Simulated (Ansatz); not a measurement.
# Be2TeSe2: the cost of one run

Computed with Ansatz 0.2.0 (DFT PBE, scalar-relativistic, plane waves, PAW, unless a step's input says otherwise).

2 further runs of the same task are left out: 1 that didn't finish, 1 set aside as unsound or not needed.

## Step 1: The starting structure

It takes space group P6/mmm (No. 191, hexagonal). Conventional cell: a = 4.143 Å, b = 4.143 Å, c = 8.405 Å, α = 90.00°, β = 90.00°, γ = 120.00°. Be (site symmetry 6mm) is surrounded by 1 Se at 1.40 Å. Te (site symmetry 6/mmm) has 2 Se at 1.99 Å in its first shell of neighbours. Se (site symmetry 6mm) has 1 Be at 1.40 Å and 1 Te at 1.99 Å in its first shell of neighbours.

Coordinates:

```xyz
5
Lattice="4.1425 0.0000 0.0000 -2.0713 3.5875 0.0000 0.0000 0.0000 8.4054" Properties=species:S:1:pos:R:3 pbc="T T T"
Be    0.0000    0.0000    7.5900
Be    0.0000    0.0000    0.8154
Te    0.0000    0.0000    4.2027
Se    0.0000    0.0000    2.2111
Se    0.0000    0.0000    6.1943
```

Recipe of the guess: random cell by space group and Wyckoff sites (P6/mmm, No. 191). Lengths come from tabulated atomic sizes and are only a guess.

## Step 2: Probe: one point on a coarse mesh

File input.yaml:

```yaml
crystal:
  lattice:
    - [4.14251264, 0.0, 0.0]
    - [-2.07125632, 3.58752118, 0.0]
    - [0.0, 0.0, 8.40541978]
  atoms:
    - { symbol: Be, position: [0.0, 0.0, 0.90298954] }
    - { symbol: Be, position: [0.0, 0.0, 0.09701046] }
    - { symbol: Te, position: [0.0, 0.0, 0.5] }
    - { symbol: Se, position: [0.0, 0.0, 0.26305315] }
    - { symbol: Se, position: [0.0, 0.0, 0.73694685] }
basis:
  ecutwfc: 420
kpoints:
  mp_grid: { grid: [6, 6, 2] }
hamiltonian:
  xc: pbe
scf:
  occupations: { method: gaussian, width: 0.1 }
  lower_state_search: "off"
output:
  forces: true
  stress: true
  eigenvalues: true
```

Command:

```bash
$ ansatz run input.yaml --threads 1 --pin off --max-ram 2560MiB --backend cpu --events-out ev --progress --plain --runs-dir out
```

What time and memory should one allow on 1 thread of Intel Xeon 6975P-C (Granite Rapids), shared host?

About 2.7 s, with a peak of 0.46 GiB.
